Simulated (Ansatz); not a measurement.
# Ge2H3+ (triplet): wave-function methods side by side, cc-pVTZ

Aim: climb from Hartree-Fock through coupled cluster and multireference methods for Ge2H3+ (triplet) at one geometry and basis, and see what each rung misses.

The runs use Ansatz 0.2.0, Gaussian basis; cc-pVTZ, correlated electrons: outside noble gas.

The runs, in order: UHF; CCSD(T) on ROHF; CCSD(T) on UHF; BCCD(T) on ROHF; CCSDT(Q) on ROHF; CCSDT(Q) on UHF; CASSCF and NEVPT2, 10 electrons in 11 orbitals.

### Step 1. The geometry

The geometry is a PBE0/def2-TZVP stationary point (not a proven minimum) of the parent state, kept for this charge and spin. No spin-orbit coupling is included. The filled d shell of Ge counts as core when cores are frozen.

5 atoms, charge 1, spin multiplicity 3.

Atoms are counted from 1 here; the program's logs count them from 0.

Bond lengths: Ge1–Ge2 2.489 Å, Ge1–H3 1.550 Å, Ge1–H4 1.544 Å, Ge1–H5 1.544 Å. Angles: Ge2–Ge1–H3 104.2°, Ge2–Ge1–H4 115.6°, Ge2–Ge1–H5 115.6°, H3–Ge1–H4 106.7°, H3–Ge1–H5 106.7°, H4–Ge1–H5 107.3°.

Coordinates:

```csv
atom,x (Å),y (Å),z (Å)
Ge1,-0.0020,0.0000,1.2075
Ge2,-0.0014,0.0000,-1.2815
H3,1.5002,0.0000,1.5882
H4,-0.6286,1.2435,1.8741
H5,-0.6287,-1.2435,1.8741
```

In the tables R marks a restricted open-shell determinant and U an unrestricted one; 'valence' is the active space of 10 electrons in 11 orbitals; correlation energies count from the lowest restricted Hartree-Fock solution.

### Step 2. UHF

The input, in.yaml:

```yaml
crystal:
  periodic: [false, false, false]
  atoms:
    - {symbol: Ge, position_ang: [-0.001989, 0.000001, 1.207499]}
    - {symbol: Ge, position_ang: [-0.001381, -0.000001, -1.281547]}
    - {symbol: H, position_ang: [1.500233, -0.000013, 1.588157]}
    - {symbol: H, position_ang: [-0.628647, 1.243483, 1.874144]}
    - {symbol: H, position_ang: [-0.628670, -1.243469, 1.874145]}
basis:
  gaussian: {orbitals: cc-pVTZ}
total_charge: 1
magnetization: {spin_polarized: true, initial_magnetization: 2}
hamiltonian: {xc: hf}
output: {orbitals: {seedname: orbitals}}
```

The run is started by

```sh
$ ansatz run in.yaml --threads 1 --pin off --events-out ev --progress --plain --max-ram 4096MiB --backend cpu
```

The runs that follow: CCSD(T) on ROHF; CCSD(T) on UHF; BCCD(T) on ROHF; CCSDT(Q) on ROHF; CCSDT(Q) on UHF; CASSCF and NEVPT2, 10 electrons in 11 orbitals.

Q: Predict the results of all the runs planned. Wanted: correlation energy, UCCSDT(Q); RMP2 from UCCSDT(Q); UMP2 from UCCSDT(Q); RCCSD from UCCSDT(Q); RCCSD(T) from UCCSDT(Q); UCCSD(T) from UCCSDT(Q); RCCSDT(Q) from UCCSDT(Q); NEVPT2 valence from UCCSDT(Q); T1 diagnostic.

As calculated:

```
                         quantity                                value
    correlation energy, UCCSDT(Q)                           -5.8028 eV
              RMP2 from UCCSDT(Q)                        +116.7 kJ/mol
              UMP2 from UCCSDT(Q)                        +117.0 kJ/mol
             RCCSD from UCCSDT(Q)                         +22.3 kJ/mol
          RCCSD(T) from UCCSDT(Q)                          +5.2 kJ/mol
          UCCSD(T) from UCCSDT(Q)                          +4.0 kJ/mol
         RCCSDT(Q) from UCCSDT(Q)                          +1.2 kJ/mol
    NEVPT2 valence from UCCSDT(Q)                         +96.9 kJ/mol
levels within 1 kcal/mol (43 meV)  UCCSD(T), RCCSDT, UCCSDT, RCCSDT(Q)
                    T1 diagnostic                                0.023
   effectively unpaired electrons                                 2.03
```

What this shows: RCCSD(T) lands +5.2 kJ/mol from the yardstick (0.9 % of the correlation energy). One determinant dominates. Of the multireference levels listed NEVPT2 valence comes nearest (+96.9 kJ/mol). These misses are within one basis and frozen core, not against nature; frozen cores of the runs differ by up to some meV.
